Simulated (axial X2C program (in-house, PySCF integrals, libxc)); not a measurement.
**A two-component session on InSi: EOM-IP-CCSD levels**

Aim: EOM-IP-CCSD levels of InSi, with spin–orbit coupling in the Hamiltonian from the start.

The runs use an in-house X2C program for linear molecules on PySCF integrals; two-component X2C with atomic mean-field terms, In dyall-acv3z, Si dyall-av3z.

All values are calculated.

### 1 Input

Input file task.json:

```json
{
 "zs": [
  49,
  14
 ],
 "q": 0,
 "bas": [
  "dyall-acv3z",
  "dyall-av3z"
 ],
 "r0": 2.58,
 "eom": "ip",
 "rq": -1,
 "thr": -2.0,
 "nmax": 95,
 "grid": [
  1,
  0.96,
  1.045,
  0.92,
  1.09,
  1.15
 ]
}
```

Keys: zs atomic numbers; q charge; bas basis sets; r0 starting distance in Å; eom kind of EOM run; thr threshold in hartree for freezing inner shells (an s shell follows its p shell); nmax most natural virtual spinors; grid distances as factors.

On the command line:

```
$ python soeom.py task.json out
```

Further steps of the session: EOM-IP-CCSD at 2.613 Å.

What does the calculation give? Wanted: next root led by one particle; T1 of the reference; lowest state, Re and ωe.

The runs gave:

```
                     quantity                           value
       lowest root at 2.613 Å               Ω = 1/2, 1.622 eV
next root led by one particle  Ω = 3/2, about 740 cm⁻¹ higher
          T1 of the reference                           0.044
      lowest state, Re and ωe             2.646 Å, 263.5 cm⁻¹
```

Removing an electron from the reference determinant of InSi⁻ costs 1.62 eV and empties a spinor of 39% Si pσ, 34% In pσ, 10% In sσ. The closed-shell reference lies 0.51 eV above the lowest determinant found, so these energies count from an excited configuration. Errors of 0.1 to 0.3 eV are usual at this size, and roots led by higher excitations are left out, so the list is incomplete, and low states of that kind can be missing. T1 or the largest double amplitude of the reference is raised, which lowers the reliability. The bond is 0.089 Å longer than in the closed-shell reference at CCSD (2.557 Å).
